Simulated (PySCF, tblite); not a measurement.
**C₈H₁₆P+: geometry, infrared bands and NMR shifts**

What infrared bands and NMR shifts should C₈H₁₆P+ (`CCC[P@@+]1(C)C=C1CC`) show?

Programs: tblite 0.8.0 and PySCF 2.14.0, with density-fitted response routines of our own. Each step states its level of theory. These are calculated values for one molecule in the gas phase, unless marked as measured. Atoms count from 0, in the outputs and in this text.

## (1) The molecule as given

25 atoms, charge 1, multiplicity 1; geometry from: force field or distance geometry start.

Bonds of the start (Å): C0–C1 1.51, C1–C2 1.52, C2–P3 1.81, P3–C4 1.78, P3–C5 1.79, C5–C6 1.30, C6–C7 1.45, C7–C8 1.52, C6–P3 1.66, C0–H9 1.10, C0–H10 1.10, C0–H11 1.08, C1–H12 1.11, C1–H13 1.10, C2–H14 1.09, C2–H15 1.11, C4–H16 1.09, C4–H17 1.10, C4–H18 1.09, C5–H19 1.07, C7–H20 1.09, C7–H21 1.10, C8–H22 1.10, C8–H23 1.09, C8–H24 1.09.

## (2) Geometry optimisation with GFN2-xTB

What the job is given:

```
{"job": {"kind": "relax", "xc": "GFN2-xTB", "basis": "xTB"}, "charge": 1, "multiplicity": 1}
C      2.980000     1.193700     0.270700
C      2.655800    -0.133600     0.920600
C      1.173200    -0.339400     1.160000
P      0.223500    -0.410800    -0.373600
C      0.495900    -1.990100    -1.146800
C     -1.266400    -0.965300     0.445300
C     -1.356000     0.106900    -0.281500
C     -2.224400     1.159900    -0.758800
C     -3.653500     1.025900    -0.252300
H      2.593200     2.027900     0.880400
H      2.517800     1.262400    -0.725000
H      4.049600     1.315400     0.160600
H      3.175200    -0.189600     1.903800
H      3.054100    -0.948700     0.301000
H      1.025000    -1.250700     1.734500
H      0.785100     0.488600     1.788500
H      0.385800    -2.831800    -0.466100
H      1.516400    -2.029400    -1.547700
H     -0.184300    -2.127900    -1.993400
H     -1.803900    -1.628800     1.083700
H     -1.831700     2.134700    -0.456000
H     -2.241200     1.143200    -1.857200
H     -4.266900     1.852400    -0.635800
H     -3.702800     1.071600     0.839400
H     -4.110300     0.087700    -0.565900
```

Command:

```console
$ OMP_NUM_THREADS=1 python probes_run.py task.json out
```

This one command runs all jobs of the session in turn.

**Question.** This job is followed by: GFN2-xTB harmonic vibrations, gas phase; GIAO PBE0/pcSseg-1 NMR shielding, non-relativistic, gas phase. What will the session give for the following? strongest single infrared mode (GFN2-xTB); zero-point energy (GFN2-xTB); 13C shifts against TMS (PBE0/pcSseg-1); 1H shifts against TMS (PBE0/pcSseg-1, means over atoms taken as alike); 31P shifts against H3PO4 (PBE0/pcSseg-1).

**Answer**, as computed:

| quantity | value |
| --- | --- |
| strongest single infrared mode (GFN2-xTB) | 887 cm⁻¹, 97 km/mol |
| zero-point energy (GFN2-xTB) | 134.8 kcal/mol |
| 13C shifts against TMS (PBE0/pcSseg-1) | 164.7, 129.1, 42.1, 26.8, 20.4, 18.9, 12.9, 12.7 ppm |
| 1H shifts against TMS (PBE0/pcSseg-1, means over atoms taken as alike) | 8.41, 3.48, 3.15, 3.11, 2.32, 2.11, 1.75, 1.74, 1.70, 1.47 ppm |
| 31P shifts against H3PO4 (PBE0/pcSseg-1) | -139.3 ppm |

**Reading.** Over 154 steps the energy fell by 1.059 eV; of the close pairs, P3–C6 changed most, 1.665 to 1.801 Å. No mode is imaginary among the 69: a minimum at this level. The strongest single mode, at 887 cm⁻¹, is spread over several atoms, H18, P3, H16, C4 among them. GFN2-xTB is a fitted tight-binding method: band positions and strengths are rough. Its intensities can rank the bands wrongly. At PBE0/pcSseg-1: The largest span, 584 ppm, is at P3, where the paramagnetic term is -513 ppm.
